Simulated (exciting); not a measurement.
# NbTe (P-6m2) in exciting: reference runs

How does NbTe come out in PBEsol? The cell is run as given.

Everything below comes from runs of exciting (release sodium). Logs are shortened: lines on timing, memory, paths and dates and some standing lists are left out, and cuts for length are marked.

## 1. The structure

Symmetry: P-6m2, No. 187, hexagonal system. The conventional cell has a = 3.703 Å, b = 3.703 Å, c = 3.694 Å, α = 90.00°, β = 90.00°, γ = 120.00°. Te (site symmetry -6m2) is surrounded by 6 Nb at 2.83 Å. Around Nb (site symmetry -6m2) lie 6 Te at 2.83 Å.

The cell comes from a database or a generator and needn't be the stable form of this composition.

## 2. Single point, PBEsol

The input, input.xml:

```xml
<input>
  <title>NbTe</title>
  <structure speciespath="./" tshift="false">
    <crystal scale="1">
      <basevect>6.997607437178 0.000000000000 0.000000000000</basevect>
      <basevect>-3.498803718589 6.060105806385 0.000000000000</basevect>
      <basevect>0.000000000000 0.000000000000 6.981047036580</basevect>
    </crystal>
    <species speciesfile="Te.xml" rmt="2.3">
      <atom coord="0.666666666700 0.333333333300 0.000000000000"/>
    </species>
    <species speciesfile="Nb.xml" rmt="2.3">
      <atom coord="0.000000000000 0.000000000000 0.500000000000"/>
    </species>
  </structure>
  <groundstate do="fromscratch" ngridk="8 8 7" rgkmax="9" gmaxvr="14" lmaxapw="10" lmaxmat="10" lmaxvr="8" xctype="GGA_PBE_SOL" stype="Fermi Dirac" swidth="0.00183747" nempty="14" ValenceRelativity="iora*" epsengy="1e-05" epspot="1e-05" maxscl="60" tforce="true" outputlevel="normal"/>
  <properties>
    <chargedensityplot>
      <plot3d>
        <box grid="19 19 19">
          <origin coord="0 0 0"/>
          <point coord="1 0 0"/>
          <point coord="0 1 0"/>
          <point coord="0 0 1"/>
        </box>
      </plot3d>
    </chargedensityplot>
    <elfplot>
      <plot3d>
        <box grid="19 19 19">
          <origin coord="0 0 0"/>
          <point coord="1 0 0"/>
          <point coord="0 1 0"/>
          <point coord="0 0 1"/>
        </box>
      </plot3d>
    </elfplot>
    <exccplot>
      <plot3d>
        <box grid="19 19 19">
          <origin coord="0 0 0"/>
          <point coord="1 0 0"/>
          <point coord="0 1 0"/>
          <point coord="0 0 1"/>
        </box>
      </plot3d>
    </exccplot>
  </properties>
</input>
```

Potentials or basis: all-electron LAPW+lo, shipped species files, valence relativity iora*.

Launch:

```console
OMP_NUM_THREADS=1 exciting_smp
```

INFO.OUT:

```text
================================================================================
EXCITING SODIUM started
[... 10 lines left out ...]

 Lattice vectors (cartesian) :
      6.9976074372      0.0000000000      0.0000000000
     -3.4988037186      6.0601058064      0.0000000000
      0.0000000000      0.0000000000      6.9810470366

 Reciprocal lattice vectors (cartesian) :
      0.8979048001      0.5184055780     -0.0000000000
      0.0000000000      1.0368111561      0.0000000000
      0.0000000000     -0.0000000000      0.9000348048

 Unit cell volume                           :     296.0399662827
 Brillouin zone volume                      :       0.8378943443

 Species :    1 (Te)
     parameters loaded from                 :    Te.xml
     name                                   :    tellurium
     nuclear charge                         :     -52.00000000
     electronic charge                      :      52.00000000
     atomic mass                            :  232600.57070000
     muffin-tin radius                      :       2.30000000
     # of radial points in muffin-tin       :     400

     atomic positions (lattice) :
       1 :   0.66666667  0.33333333  0.00000000

 Species :    2 (Nb)
     parameters loaded from                 :    Nb.xml
     name                                   :    niobium
     nuclear charge                         :     -41.00000000
     electronic charge                      :      41.00000000
     atomic mass                            :  169357.97030000
     muffin-tin radius                      :       2.30000000
     # of radial points in muffin-tin       :     400

     atomic positions (lattice) :
       1 :   0.00000000  0.00000000  0.50000000

 Total number of atoms per unit cell        :       2

 Spin treatment                             :    spin-unpolarised

 Number of Bravais lattice symmetries       :      24
 Number of crystal symmetries               :      12

 k-point grid                               :       8    8    7
 Total number of k-points                   :      60
[... 24 lines left out ...]
 Maximum Hamiltonian size                   :     342
 Maximum number of plane-waves              :     315
 Total number of local-orbitals             :      27

 Exchange-correlation type                  :      22
     PBEsol, Phys. Rev. Lett. 100, 136406 (2008)
     Generalised gradient approximation (GGA)

 Smearing scheme                            :    Fermi-Dirac
 Smearing width                             :       0.00183747

 Using multisecant Broyden potential mixing
[... 6 lines left out ...]
* Groundstate module started                                                   *
********************************************************************************
 Output level for this task is set to normal

++++++++++++++++++++++++++++++++++++++++++++++++++++++++++++++++++++++++++++++++
[... 5 lines left out ...]
+ SCF iteration number :    1                                                  +
++++++++++++++++++++++++++++++++++++++++++++++++++++++++++++++++++++++++++++++++
 Total energy                               :    -10603.74370065
 _______________________________________________________________
 Fermi energy                               :         0.42713847
 Kinetic energy                             :     11141.36228279
 Coulomb energy                             :    -21455.03946284
 Exchange energy                            :      -284.45841743
 Correlation energy                         :        -5.60810317
[... 357 lines left out ...]
 RMS change in effective potential (target) :  0.135376E-07  ( 0.100000E-04)
 Absolute change in total energy   (target) :  0.410455E-05  ( 0.100000E-04)
 Charge distance                   (target) :  0.628963E-08  ( 0.100000E-04)
 Abs. change in max-nonIBS-force   (target) :   0.00000      ( 0.500000E-04)

++++++++++++++++++++++++++++++++++++++++++++++++++++++++++++++++++++++++++++++++
| Convergency criteria checked for the last 2 iterations                       +
| Convergence targets achieved. Performing final SCF iteration                 +
++++++++++++++++++++++++++++++++++++++++++++++++++++++++++++++++++++++++++++++++
 Total energy                               :    -10612.42382455
 _______________________________________________________________
 Fermi energy                               :         0.40448059
 Kinetic energy                             :     11135.65091867
 Coulomb energy                             :    -21457.79547607
 Exchange energy                            :      -284.66986790
 Correlation energy                         :        -5.60939925

 DOS at Fermi energy (states/Ha/cell)       :        37.85834374

 Electron charges :
     core                                   :        64.00000000
     core leakage                           :         0.00216693
     valence                                :        29.00000000
     interstitial                           :         5.50864404
     charge in muffin-tin spheres :
                  atom     1    Te          :        49.11239424
                  atom     2    Nb          :        38.37896173
     total charge in muffin-tins            :        87.49135596
     total charge                           :        93.00000000

++++++++++++++++++++++++++++++++++++++++++++++++++++++++++++++++++++++++++++++++
+ Self-consistent loop stopped                                                 +
++++++++++++++++++++++++++++++++++++++++++++++++++++++++++++++++++++++++++++++++
 STATE.OUT is written

--------------------------------------------------------------------------------
- Writing atomic positions and forces                                          -
--------------------------------------------------------------------------------

 Atomic positions (lattice) :
 atom     1  Te  :     0.66666667    0.33333333    0.00000000
 atom     2  Nb  :     0.00000000    0.00000000    0.50000000

 Total atomic forces including IBS (cartesian) :
 atom     1  Te  :    -0.00000000   -0.00000000    0.00000000
 atom     2  Nb  :     0.00000000    0.00000000    0.00000000

 Atomic force components including IBS (cartesian) :
 atom     1  Te  :    -0.00000000    0.00000000    0.00000000   HF force
                 :     0.00000000    0.00000000    0.00000000   core correction
                 :     0.00000000    0.00000000    0.00000000   IBS correction
 atom     2  Nb  :     0.00000000    0.00000000    0.00000000   HF force
                 :    -0.00000000   -0.00000000    0.00000000   core correction
                 :     0.00000000   -0.00000000    0.00000000   IBS correction

********************************************************************************
* Groundstate module stopped                                                   *
********************************************************************************

================================================================================
| EXCITING SODIUM stopped                                                      =
================================================================================
```

Wall time 1.8 min (1 thread of Intel Xeon Platinum 8488C (Sapphire Rapids), shared host); peak memory 0.14 GiB.

Results:

| Quantity | Value |
| --- | --- |
| Free energy | -288778.7752 eV |
| Band gap on the k mesh | none (metal or under the smearing width) |
| All electrons inside the program's atomic spheres | Te 49.11; Nb 38.38 (radii Te 2.3, Nb 2.3 bohr) |

Caveat: the log's total energy holds no entropy term; the free energy is that total less TS from the occupations.
